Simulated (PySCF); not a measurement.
# AgH4S4−: ligand-field states, part 1 of 2

Aim: compute the ligand-field states of AgH4S4−.

Computed with PySCF 2.14.0 and routines of our own; the level stands in each step. Atoms count from 0.

## 1. The starting structure

9 atoms, charge -1, states of the metal's open shell are computed; geometry from: model geometry, bond lengths from ionic radii.

## 2. Ligand-field states: state-averaged CASSCF

What the job is given:

```
{"job": {"kind": "lf", "basis": {"metal": "x2c-TZVPall", "ligand": "x2c-SVPall"}, "nevpt": true}, "charge": -1, "metal": "Ag", "open_shell": "d8"}
Ag     0.000000     0.000000     0.000000
S      1.368320     1.368320     1.368320
H      0.579277     2.446038     1.512658
S     -1.368320    -1.368320     1.368320
H     -0.579277    -2.446038     1.512658
S     -1.368320     1.368320    -1.368320
H     -2.446038     0.579277    -1.512658
S      1.368320    -1.368320    -1.368320
H      2.446038    -0.579277    -1.512658
```

Method: state-averaged CASSCF of the metal d shell, SC-NEVPT2 on the averaged canonical orbitals, state-interaction spin-orbit coupling.

Run with:

```console
> OMP_NUM_THREADS=1 python lf_run.py task.json out
```

This one command runs all jobs of the session in turn.

Log:

```text
basis functions 155, electrons 116, active (8e, 5o)
stage 1: DIIS on the effective Fock matrix, level shift 0.30
cycle   1  E = -6907.9005928225  dE = -6.908e+03  max|g| = 1.277e+00
cycle   2  E = -6908.5415645039  dE = -6.410e-01  max|g| = 7.153e-01
cycle   3  E = -6908.7102331719  dE = -1.687e-01  max|g| = 1.783e-01
cycle   4  E = -6908.7406572357  dE = -3.042e-02  max|g| = 9.181e-02
cycle   5  E = -6908.8490984301  dE = -1.084e-01  max|g| = 8.301e-02
cycle   6  E = -6908.8999022280  dE = -5.080e-02  max|g| = 5.445e-02
cycle   7  E = -6908.9247726461  dE = -2.487e-02  max|g| = 4.611e-02
cycle   8  E = -6908.9475176788  dE = -2.275e-02  max|g| = 4.236e-02
cycle   9  E = -6908.9610207125  dE = -1.350e-02  max|g| = 2.929e-02
cycle  10  E = -6908.9660472487  dE = -5.027e-03  max|g| = 2.042e-02
cycle  11  E = -6908.9683989542  dE = -2.352e-03  max|g| = 1.367e-02
...
cycle  72  E = -6909.0318605225  dE = -1.015e-08  max|g| = 1.935e-05
cycle  73  E = -6909.0318605338  dE = -1.123e-08  max|g| = 1.830e-05
cycle  74  E = -6909.0318605476  dE = -1.378e-08  max|g| = 1.892e-05
cycle  75  E = -6909.0318605654  dE = -1.787e-08  max|g| = 2.485e-05
cycle  76  E = -6909.0318605875  dE = -2.206e-08  max|g| = 2.784e-05
cycle  77  E = -6909.0318606093  dE = -2.183e-08  max|g| = 5.298e-05
cycle  78  E = -6909.0318606266  dE = -1.724e-08  max|g| = 2.315e-05
cycle  79  E = -6909.0318606357  dE = -9.190e-09  max|g| = 1.474e-05
cycle  80  E = -6909.0318606391  dE = -3.335e-09  max|g| = 1.350e-05
cycle  82  E = -6909.0318606402  dE = -1.133e-09  max|g| = 1.273e-05
cycle  83  E = -6909.0318606441  dE = -3.857e-09  max|g| = 9.273e-06
converged average energy = -6909.0318606441

 mult deg   label        CASSCF/cm-1   NEVPT2/cm-1
   1   1   1A1                 0.0           0.0
   3   1   3T1            -60939.3        7396.0
   3   1   3T1            -62095.4        7640.0
   1   1   1T2            -52031.5        7668.8
   1   1   1E             -60788.6        7978.4
   3   1   3T1            -61794.3        8954.4
   1   1   1E             -61103.3        8992.2
   1   1   1T1            -57952.7       11707.9
   3   1   3T2            -55709.1       12293.5
   1   1   1T1            -39299.3       13311.8
   3   1   3T1            -43521.1       13586.3
   1   1   1T2            -51896.6       15442.1
   1   1   1T1            -48988.7       15691.3
   1   1   1E             -45709.2       15796.6
   3   1   3T1            -57334.1       16353.4
   1   1   1T2            -39200.5       16737.3
   1   1   1A1            -35380.6       17513.8
   1   1   1T2            -52663.6       17941.6
   3   1   3T2            -53085.2       18083.9
   1   1   1T1            -38113.7       18483.9
   1   1   1E             -10760.8       18658.4
   3   1   3A2            -51074.5       19057.1
   3   1   3T1            -40062.0       21263.1
   3   1   3T2            -36568.2       21564.9
   1   1   1T2            -29658.3       23965.7

spin-orbit levels / cm-1
      0.00  x1  1A1 1.00
   7344.69  x1  3T1 0.87 3T1 0.09
   7361.33  x1  3T1 0.97
   7366.41  x1  3T1 0.99
   7583.08  x1  3T1 0.69 1T2 0.29
   7585.99  x1  3T1 0.82 1E 0.09 3T1 0.06
   7620.85  x1  3T1 0.92 3T1 0.05
   7668.98  x1  1T2 0.67 3T1 0.30
   8045.34  x1  1E 0.87 3T1 0.12
   8957.35  x1  3T1 0.98
   8970.41  x1  3T1 0.89 1E 0.08
   8973.62  x1  3T1 0.97
   9019.09  x1  1E 0.89 3T1 0.08
  11671.59  x1  1T1 0.94 3T2 0.06
  12319.94  x1  3T2 0.99
  12324.29  x1  3T2 0.98
  12329.39  x1  3T2 0.94 1T1 0.05
  13329.86  x1  1T1 0.99
  13524.78  x1  3T1 0.98
  13603.03  x1  3T1 0.99
  13603.40  x1  3T1 0.99
  15387.89  x1  1T2 0.94 3T1 0.04
  15707.40  x1  1T1 0.99
  15802.95  x1  1E 0.99
  16348.49  x1  3T1 0.93 1T2 0.04
  16363.64  x1  3T1 1.00
  16381.24  x1  3T1 0.94 1T2 0.03
  16768.73  x1  1T2 0.94 3T1 0.06
  17575.12  x1  1A1 0.95
  17915.19  x1  1T2 0.98
```

Run time: 26 s. Hardware: 1 thread of AMD EPYC 7R13, shared host; peak memory 0.39 GiB.

Warnings kept with the result: an active orbital is not mainly the metal shell.

An active orbital is only 3 % metal, under the run's own bar for a metal shell, so levels, ζ, ground spin and magnetism of this run may not be those of the metal's shell and are not read here.

## 3. Ligand-field states: state-averaged CASSCF (angle to the S4 axis at 45°)

What the job is given:

```
{"job": {"kind": "lf", "basis": {"metal": "x2c-TZVPall", "ligand": "x2c-SVPall"}, "nevpt": true, "reuse": true}, "charge": -1, "metal": "Ag", "open_shell": "d8"}
Ag     0.000000     0.000000     0.000000
S      1.185000     1.185000     1.675843
H      0.376619     2.243381     1.852620
S     -1.185000    -1.185000     1.675843
H     -0.376619    -2.243381     1.852620
S     -1.185000     1.185000    -1.675843
H     -2.243381     0.376619    -1.852620
S      1.185000    -1.185000    -1.675843
H      2.243381    -0.376619    -1.852620
```

Method: state-averaged CASSCF of the metal d shell, SC-NEVPT2 on the averaged canonical orbitals, state-interaction spin-orbit coupling.

Log:

```text
basis functions 155, electrons 116, active (8e, 5o)
start from the orbitals of the previous structure
stage 1: DIIS on the effective Fock matrix, level shift 0.30
cycle   1  E = -6907.0612552656  dE = -6.907e+03  max|g| = 1.011e+01
cycle   2  E = -6908.3362110210  dE = -1.275e+00  max|g| = 3.519e-01
cycle   3  E = -6908.7057761219  dE = -3.696e-01  max|g| = 1.239e-01
cycle   4  E = -6908.6612043810  dE =  4.457e-02  max|g| = 1.726e-01
cycle   5  E = -6908.7026807238  dE = -4.148e-02  max|g| = 2.779e-01
cycle   6  E = -6908.6628139331  dE =  3.987e-02  max|g| = 4.286e-01
cycle   7  E = -6908.6949903796  dE = -3.218e-02  max|g| = 4.155e-01
cycle   8  E = -6908.7739005836  dE = -7.891e-02  max|g| = 3.327e-01
cycle   9  E = -6908.8650263959  dE = -9.113e-02  max|g| = 2.106e-01
cycle  10  E = -6908.9146798846  dE = -4.965e-02  max|g| = 1.069e-01
...
cycle  61  E = -6909.0199350095  dE = -4.117e-06  max|g| = 4.429e-04
cycle  62  E = -6909.0199404623  dE = -5.453e-06  max|g| = 5.799e-04
cycle  63  E = -6909.0199465381  dE = -6.076e-06  max|g| = 5.037e-04
cycle  64  E = -6909.0199511505  dE = -4.612e-06  max|g| = 5.316e-04
cycle  65  E = -6909.0199543233  dE = -3.173e-06  max|g| = 4.704e-04
cycle  66  E = -6909.0199566386  dE = -2.315e-06  max|g| = 3.039e-04
cycle  67  E = -6909.0199581053  dE = -1.467e-06  max|g| = 2.238e-04
cycle  68  E = -6909.0199586206  dE = -5.154e-07  max|g| = 7.637e-05
cycle  69  E = -6909.0199587094  dE = -8.874e-08  max|g| = 2.195e-05
cycle  70  E = -6909.0199587209  dE = -1.148e-08  max|g| = 2.064e-05
cycle  71  E = -6909.0199587237  dE = -2.808e-09  max|g| = 9.115e-06
converged average energy = -6909.0199587237

 mult deg   label        CASSCF/cm-1   NEVPT2/cm-1
   3   1   3T2                 0.0           0.0
   1   1   1E                374.4         152.3
   1   1   1E              57086.6        3570.0
   1   2   1T2             19286.0        5710.4
   3   2   3E              14691.7        6978.7
   1   1   1E              12305.2        7754.4
   3   1   3T1             11678.7        8057.8
   1   1   1T2             24269.5        8718.7
   1   1   1A1             25349.7        9621.4
   1   1   1T2              9092.1       10431.0
   3   1   3T1              8913.5       10498.1
   1   1   1T2             40145.7       12445.8
   1   1   1T2             40141.5       12449.8
   1   1   1E              16410.5       12467.8
   3   2   3E              20203.0       13662.3
   3   1   3T2             29025.1       14006.9
   3   1   3T1             29093.3       14235.6
   1   1   1T2             35421.4       16710.9
   3   1   3A2             21444.4       18917.8
   1   1   1E              21715.6       19177.6
   1   1   1A1             40252.8       19840.5
   1   1   1A1             61457.2       27110.4

spin-orbit levels / cm-1
      0.00  x1  3T2 1.00
      2.13  x2  3T2 1.00
    154.41  x1  1E 1.00
   3571.60  x1  1E 1.00
   5706.15  x1  1T2 1.00
   5707.09  x1  1T2 1.00
   6901.39  x1  3E 1.00
   6902.75  x1  3E 1.00
   6983.17  x1  3E 1.00
   6983.89  x1  3E 1.00
   7054.40  x1  3E 1.00
   7056.61  x1  3E 1.00
   7758.69  x1  1E 1.00
   8058.43  x1  3T1 1.00
   8061.02  x2  3T1 1.00
   8721.05  x1  1T2 1.00
   9628.46  x1  1A1 1.00
  10432.25  x1  1T2 1.00
  10499.15  x2  3T1 1.00
  10499.94  x1  3T1 1.00
  12447.62  x1  1T2 1.00
  12451.62  x1  1T2 1.00
  12466.65  x1  1E 1.00
  13659.46  x1  3E 1.00
  13662.40  x1  3E 1.00
  13662.90  x1  3E 1.00
  13663.09  x1  3E 1.00
  13666.41  x1  3E 0.99
  13669.82  x1  3E 1.00
  14012.29  x1  3T2 0.99
```

Run time: 20 s. Hardware: 1 thread of AMD EPYC 7R13, shared host; peak memory 0.41 GiB.

Warnings kept with the result: an active orbital is not mainly the metal shell.

An active orbital is only 5 % metal, under the run's own bar for a metal shell, so levels, ζ, ground spin and magnetism of this run may not be those of the metal's shell and are not read here.

## 4. Ligand-field states: state-averaged CASSCF (angle to the S4 axis at 50°)

What the job is given:

```
{"job": {"kind": "lf", "basis": {"metal": "x2c-TZVPall", "ligand": "x2c-SVPall"}, "nevpt": true, "reuse": true}, "charge": -1, "metal": "Ag", "open_shell": "d8"}
Ag     0.000000     0.000000     0.000000
S      1.283770     1.283770     1.523407
H      0.485808     2.352570     1.684104
S     -1.283770    -1.283770     1.523407
H     -0.485808    -2.352570     1.684104
S     -1.283770     1.283770    -1.523407
H     -2.352570     0.485808    -1.684104
S      1.283770    -1.283770    -1.523407
H      2.352570    -0.485808    -1.684104
```

Level: state-averaged CASSCF of the metal d shell, SC-NEVPT2 on the averaged canonical orbitals, state-interaction spin-orbit coupling.

Log:

```text
basis functions 155, electrons 116, active (8e, 5o)
start from the orbitals of the previous structure
stage 1: DIIS on the effective Fock matrix, level shift 0.30
cycle   1  E = -6908.3968957535  dE = -6.908e+03  max|g| = 5.217e+00
cycle   2  E = -6908.4621021466  dE = -6.521e-02  max|g| = 3.094e-01
cycle   3  E = -6908.7580919099  dE = -2.960e-01  max|g| = 1.279e-01
cycle   4  E = -6908.6032029465  dE =  1.549e-01  max|g| = 1.970e-01
cycle   5  E = -6908.6728254137  dE = -6.962e-02  max|g| = 1.692e-01
cycle   6  E = -6908.7872503722  dE = -1.144e-01  max|g| = 2.022e-01
cycle   7  E = -6908.8353450025  dE = -4.809e-02  max|g| = 2.587e-01
cycle   8  E = -6908.8583415215  dE = -2.300e-02  max|g| = 2.651e-01
cycle   9  E = -6908.8845013758  dE = -2.616e-02  max|g| = 2.680e-01
cycle  10  E = -6908.9138212898  dE = -2.932e-02  max|g| = 2.407e-01
...
cycle  71  E = -6909.0283787724  dE = -1.562e-07  max|g| = 8.244e-05
cycle  72  E = -6909.0283788853  dE = -1.129e-07  max|g| = 5.219e-05
cycle  73  E = -6909.0283789192  dE = -3.389e-08  max|g| = 4.038e-05
cycle  74  E = -6909.0283789386  dE = -1.939e-08  max|g| = 2.021e-05
cycle  75  E = -6909.0283789457  dE = -7.045e-09  max|g| = 1.946e-05
cycle  76  E = -6909.0283789503  dE = -4.625e-09  max|g| = 1.810e-05
cycle  77  E = -6909.0283789552  dE = -4.909e-09  max|g| = 1.599e-05
cycle  78  E = -6909.0283789613  dE = -6.125e-09  max|g| = 1.290e-05
cycle  79  E = -6909.0283789681  dE = -6.825e-09  max|g| = 1.409e-05
cycle  80  E = -6909.0283789743  dE = -6.169e-09  max|g| = 1.261e-05
cycle  81  E = -6909.0283789783  dE = -4.004e-09  max|g| = 7.760e-06
converged average energy = -6909.0283789783

 mult deg   label        CASSCF/cm-1   NEVPT2/cm-1
   3   1   3T1                 0.0           0.0
   1   1   1E                657.5         187.4
   1   1   1T2             13356.0        1748.3
   3   1   3T1              4974.0        1923.9
   3   1   3T1              3957.2        2338.7
   1   1   1E               8328.6        5796.2
   1   1   1T1              8124.9        5926.9
   1   1   1T1             26507.1        6681.8
   3   1   3T1             22410.6        6736.5
   1   1   1T2             25330.9        7641.5
   1   1   1A1             64085.0        7893.4
   3   1   3T2             11837.7        8110.1
   1   1   1T2              9844.7        9028.6
   3   1   3T2              9335.9        9048.2
   1   1   1T1             15993.5        9264.0
   1   1   1E              18620.8        9513.0
   1   1   1T2             15101.5        9545.3
   3   1   3T1              9302.9       10434.3
   1   1   1T2             26901.7       11908.9
   1   1   1E              54494.9       12965.5
   1   1   1A1             30710.2       13183.2
   3   1   3A2             14464.7       13545.2
   3   1   3T2             27159.5       13873.5
   3   1   3T1             24636.5       14102.8
   1   1   1T2             34902.8       15906.4

spin-orbit levels / cm-1
      0.00  x1  3T1 0.99
      4.82  x1  3T1 0.99
     10.38  x1  3T1 0.99
    188.81  x1  1E 0.99
   1778.78  x1  1T2 0.99
   1949.63  x1  3T1 0.98
   1958.36  x1  3T1 0.98
   1962.93  x1  3T1 0.99
   2374.07  x1  3T1 0.99
   2381.50  x1  3T1 0.98
   2381.99  x1  3T1 0.98
   5821.48  x1  1E 0.98
   5951.29  x1  1T1 0.99
   6694.74  x1  3T1 0.91 1T2 0.06
   6716.26  x1  1T1 0.97
   6767.58  x1  3T1 0.99
   6767.69  x1  3T1 0.97
   7750.36  x1  1T2 0.92 3T1 0.05 1A1 0.03
   7931.15  x1  1A1 0.96
   8128.59  x1  3T2 0.96
   8165.43  x1  3T2 0.99
   8168.70  x1  3T2 0.99
   8996.15  x1  3T2 0.79 1T1 0.20
   9061.53  x1  1T2 0.98
   9075.49  x1  3T2 0.98
   9080.06  x1  3T2 0.99
   9430.62  x1  1T1 0.77 3T2 0.21
   9486.51  x1  1T2 0.90 3T1 0.06
   9554.41  x1  1E 0.98
  10477.12  x1  3T1 1.00
```

Wall time 23 s (1 thread of AMD EPYC 7R13, shared host); peak memory 0.41 GiB.

Warnings kept with the result: an active orbital is not mainly the metal shell.

An active orbital is only 5 % metal, under the run's own bar for a metal shell, so levels, ζ, ground spin and magnetism of this run may not be those of the metal's shell and are not read here.

## 5. Ligand-field states: state-averaged CASSCF (angle to the S4 axis at 60°)

What the job is given:

```
{"job": {"kind": "lf", "basis": {"metal": "x2c-TZVPall", "ligand": "x2c-SVPall"}, "nevpt": true, "reuse": true}, "charge": -1, "metal": "Ag", "open_shell": "d8"}
Ag     0.000000     0.000000     0.000000
S      1.451323     1.451323     1.185000
H      0.671035     2.537797     1.310000
S     -1.451323    -1.451323     1.185000
H     -0.671035    -2.537797     1.310000
S     -1.451323     1.451323    -1.185000
H     -2.537797     0.671035    -1.310000
S      1.451323    -1.451323    -1.185000
H      2.537797    -0.671035    -1.310000
```

Method: state-averaged CASSCF of the metal d shell, SC-NEVPT2 on the averaged canonical orbitals, state-interaction spin-orbit coupling.

Log:

```text
basis functions 155, electrons 116, active (8e, 5o)
start from the orbitals of the previous structure
stage 1: DIIS on the effective Fock matrix, level shift 0.30
cycle   1  E = -6907.1166146616  dE = -6.907e+03  max|g| = 8.886e+00
cycle   2  E = -6908.3588921440  dE = -1.242e+00  max|g| = 3.029e-01
cycle   3  E = -6908.7200742911  dE = -3.612e-01  max|g| = 1.386e-01
cycle   4  E = -6908.6938272138  dE =  2.625e-02  max|g| = 1.363e-01
cycle   5  E = -6908.7437962547  dE = -4.997e-02  max|g| = 1.657e-01
cycle   6  E = -6908.8000068306  dE = -5.621e-02  max|g| = 1.878e-01
cycle   7  E = -6908.7668344128  dE =  3.317e-02  max|g| = 3.497e-01
cycle   8  E = -6908.8807060628  dE = -1.139e-01  max|g| = 2.402e-01
cycle   9  E = -6908.9410939923  dE = -6.039e-02  max|g| = 1.932e-01
cycle  10  E = -6908.9816845954  dE = -4.059e-02  max|g| = 1.381e-01
...
cycle  56  E = -6909.0307417702  dE = -5.814e-05  max|g| = 2.196e-03
cycle  57  E = -6909.0307701050  dE = -2.833e-05  max|g| = 8.938e-04
cycle  58  E = -6909.0307794877  dE = -9.383e-06  max|g| = 2.830e-04
cycle  59  E = -6909.0307825387  dE = -3.051e-06  max|g| = 3.543e-04
cycle  60  E = -6909.0307838495  dE = -1.311e-06  max|g| = 2.320e-04
cycle  61  E = -6909.0307843355  dE = -4.860e-07  max|g| = 6.539e-05
cycle  62  E = -6909.0307845069  dE = -1.714e-07  max|g| = 6.570e-05
cycle  63  E = -6909.0307845796  dE = -7.263e-08  max|g| = 4.816e-05
cycle  64  E = -6909.0307846096  dE = -3.006e-08  max|g| = 2.081e-05
cycle  65  E = -6909.0307846211  dE = -1.145e-08  max|g| = 1.356e-05
cycle  66  E = -6909.0307846256  dE = -4.575e-09  max|g| = 9.117e-06
converged average energy = -6909.0307846256

 mult deg   label        CASSCF/cm-1   NEVPT2/cm-1
   1   1   1A1                 0.0           0.0
   1   1   1E             -65586.3       17800.2
   3   1   3T1            -61928.6       21418.9
   3   1   3T1            -63386.1       21565.7
   1   1   1T2            -53017.7       21868.2
   3   1   3T2            -58321.5       25442.9
   1   1   1T2            -59603.9       25747.7
   3   1   3T1            -58792.1       26596.9
   1   1   1E             -57978.4       26960.2
   1   1   1T2            -54819.7       28368.7
   1   1   1T1            -38336.5       28965.0
   3   1   3T1            -43920.5       29670.2
   3   1   3T1            -59466.3       30472.9
   1   1   1T2            -48472.6       31258.1
   1   1   1E             -45375.6       31304.1
   1   1   1A1            -33968.9       31825.6
   1   1   1E             -11180.9       32956.3
   1   1   1T1            -37780.9       33641.8
   3   1   3A2            -51457.2       33914.5
   1   1   1T2            -38110.6       35403.3
   3   1   3T2            -50537.0       35808.3
   1   1   1T2            -50056.8       35873.8
   3   1   3T1            -39066.7       37625.6
   3   1   3T2            -34776.3       38095.2
   1   1   1T2            -28055.2       40374.6

spin-orbit levels / cm-1
      0.00  x1  1A1 1.00
  17795.16  x1  1E 1.00
  21379.88  x1  3T1 0.88 3T1 0.12
  21384.40  x1  3T1 0.90 3T1 0.09
  21397.14  x1  3T1 0.99
  21533.96  x1  3T1 0.96 1T2 0.04
  21561.74  x1  3T1 0.91 3T1 0.08
  21591.13  x1  3T1 0.87 3T1 0.13
  21859.58  x1  1T2 0.96 3T1 0.04
  25388.70  x1  3T2 0.85 1T2 0.14
  25469.04  x1  3T2 0.99
  25470.19  x1  3T2 0.99
  25803.64  x1  1T2 0.84 3T2 0.15
  26574.03  x1  3T1 0.99
  26586.19  x1  3T1 0.99
  26597.49  x1  3T1 0.98
  26946.89  x1  1E 0.99
  28349.25  x1  1T2 0.98
  28986.83  x1  1T1 0.99
  29575.60  x1  3T1 0.94 1A1 0.04
  29682.41  x1  3T1 0.99
  29683.95  x1  3T1 0.99
  30472.48  x1  3T1 0.99
  30478.66  x1  3T1 1.00
  30483.80  x1  3T1 0.99
  31270.76  x1  1T2 0.99
  31323.36  x1  1E 0.98
  31926.78  x1  1A1 0.94 3T1 0.04
  32937.41  x1  1E 0.99
  33650.16  x1  1T1 1.00
```

Run time: 20 s. Hardware: 1 thread of AMD EPYC 7R13, shared host; peak memory 0.41 GiB.

Warnings kept with the result: an active orbital is not mainly the metal shell.

An active orbital is only 3 % metal, under the run's own bar for a metal shell, so levels, ζ, ground spin and magnetism of this run may not be those of the metal's shell and are not read here.

(Continued in part 2 of 2.)
